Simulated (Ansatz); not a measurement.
This script makes an atomisation energy of H5NOSeSi, SMILES N[SiH](O)[SeH] with Ansatz 0.2.0 through its Python package.

Input file `h5nosesi.xyz`:
```text
9

N    -0.55470    1.29240    0.59720
Si    0.28870    0.17710   -0.44440
O     1.73110   -0.24860    0.31400
Se   -0.89940   -1.67930   -0.77020
H    -0.83330    0.82890    1.45410
H    -1.50890    1.54690    0.10120
H     0.61000    0.80690   -1.73870
H     2.25250   -0.83870   -0.32010
H    -0.99740   -1.93180    0.78970
```

`tae_h5nosesi.py`:
```python
# -*- coding: utf-8 -*-
"""Atomisation energy of H5NOSeSi at the given geometry."""

from collections import Counter

import ansatz as az


def energy(molecule, charge=0, unpaired=0):
    calc = (
        molecule.calculation()
        .basis(gaussian="def2-SVPD")
        .functional("pbe0")
    )
    if charge:
        calc = calc.charge(charge)
    if unpaired:
        calc = calc.spin("collinear", total=unpaired)
    return calc.run(threads=1).report["free_energy_ev"]

system = az.Crystal.molecule_from_extxyz("h5nosesi.xyz")

# unpaired electrons of the ground-state atoms
unpaired = {"N": 3, "Si": 2, "O": 2, "Se": 2, "H": 1}
counts = Counter(site.symbol for site in system.cartesian_sites)
atom_energy = {s: energy(az.Crystal.molecule().atom(s, (0, 0, 0)), 0, unpaired[s]) for s in counts}
whole = energy(system, 0, 0)
for s, e in atom_energy.items():
    print(f"{s:2s} x{counts[s]}  {e:14.5f} eV")
print(f"H5NOSeSi: {whole:.5f} eV")
split = sum(counts[s] * e for s, e in atom_energy.items()) - whole
print(f"atomisation energy (no zero-point term): {96.485332 * split:.1f} kJ/mol, {split / sum(counts.values()):.3f} eV an atom")
```

What does it cost to take this molecule apart into atoms?

2935.1 kJ/mol from the electronic energies, without the zero-point term.

What the script printed:

```console
$ python tae_h5nosesi.py
N  x1     -1482.47340 eV
Si x1     -7868.24738 eV
O  x1     -2039.00188 eV
Se x1    -65332.19218 eV
H  x5       -13.61361 eV
H5NOSeSi: -76820.40345 eV
atomisation energy (no zero-point term): 2935.1 kJ/mol, 3.380 eV an atom
```

Notes:
- Total energies depend on the basis set; only differences at equal settings carry meaning.
- The geometry is a force-field or estimated start, not a minimum of this method, and the basis set is short of its limit. All parts are taken at fixed geometry, without zero-point energy.
- The spin-orbit lowering of heavy atoms is left out.
- It ran for 7.5 s on 1 thread of Arm Neoverse V2 (shared host), peak memory 0.39 GiB.

(A comment or docstring line of the script was reworded after the run, the code is as it ran; lines on the test bed's own set-up are left out of the output.)
